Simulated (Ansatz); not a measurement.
The system is HfB.

```
Hf B
1.0
     0.00000    2.31000    2.31000
     2.31000    0.00000    2.31000
     2.31000    2.31000    0.00000
Hf B
1 1
Direct
  0.50000 0.50000 0.50000
  0.00000 0.00000 0.00000
```

```yaml
Program: Ansatz 0.2.0
Task: relaxation of cell and atoms
Functional: PBEsol
Potentials_or_basis: Ansatz PAW
Cutoff: "420 eV (not typed: the program's choice for these potentials)"
k_mesh: 10 × 10 × 10
Occupations: fermi-dirac, width 0.05 eV
Spin: no spin polarisation
```

At the start: volume 12.33 Å³/atom.

Question: Where does the relaxation end?

Answer: It ends after 7 steps and the volume is 13.72 Å³/atom (+11.3 %); space group Fm-3m (No. 225, to 0.05 Å).

The path:
```tsv
step	energy change (eV)	largest force (eV/Å)	volume (Å³)
1	0.0000	0.0000	24.65
2	-0.1619	0.0000	28.44
3	-0.1818	0.0000	27.56
4	-0.1823	0.0000	27.42
5	-0.1849	0.0000	27.42
6	-0.1849	0.0000	27.43
7	-0.1849	0.0000	27.43
```

Final structure:
```yaml
crystal:
  lattice:
    - [0.00000, 2.39377, 2.39377]
    - [2.39377, 0.00000, 2.39377]
    - [2.39377, 2.39377, 0.00000]
  atoms:
    - { symbol: Hf, position: [0.50000, 0.50000, 0.50000] }
    - { symbol: B, position: [0.00000, 0.00000, 0.00000] }
```

Caveat: the plane-wave basis is chosen anew once the cell has moved, so the energies of steps on either side of that aren't comparable; the PAW data sets come from PBE, with cores solved anew for the run's functional, which leaves a small shift of forces and pressure.
